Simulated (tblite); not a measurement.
# C4H12GeS: the cost of one run

The runs use tblite 0.8.0 and PySCF 2.14.0, with density-fitted response routines of our own; the level of theory stands in each step. All values are computed, except where a source is named. Atoms count from 0, in the outputs and in this text.

## (1) The molecule as given

18 atoms, charge 0, multiplicity 1; geometry from: force field or distance geometry start.

Bonds of the start (Å): C0–C1 1.53, C1–S2 1.76, C1–C3 1.49, C3–C4 1.50, C3–Ge5 1.97, C0–H6 1.13, C0–H7 1.11, C0–H8 1.10, C1–H9 1.14, S2–H10 1.39, C3–H11 1.09, C4–H12 1.13, C4–H13 1.10, C4–H14 1.09, Ge5–H15 1.57, Ge5–H16 1.53, Ge5–H17 1.55.

## (2) Optimising the geometry with GFN2-xTB

What the job is given:

```
{"job": {"kind": "relax", "xc": "GFN2-xTB", "basis": "xTB"}, "charge": 0, "multiplicity": 1}
C     -1.227400    -1.490900    -0.300400
C     -0.937300    -0.153400     0.374700
S     -2.332200     0.875300     0.664200
C      0.223300     0.437700    -0.358400
C      0.682600     1.762100     0.185600
Ge     1.715900    -0.797600    -0.002600
H     -2.069200    -1.350400    -1.037800
H     -0.347700    -1.759800    -0.914500
H     -1.451700    -2.300100     0.407700
H     -0.542900    -0.462600     1.403200
H     -2.592100     1.849000    -0.292600
H      0.021600     0.403200    -1.428900
H      1.443300     2.149400    -0.547300
H     -0.105000     2.523300     0.264200
H      1.161700     1.610700     1.155700
H      2.829100    -0.037900     0.797500
H      2.287500    -1.322000    -1.324600
H      1.231700    -1.929700     0.942500
```

Command:

```
OMP_NUM_THREADS=1 python probes_run.py task.json out
```

This one command runs all jobs of the session in turn.

**Question.** How long does this first job take on 1 thread of Arm Neoverse N1, shared host, and how much memory does it need?

About 1.5 s, with a peak of 0.18 GiB.
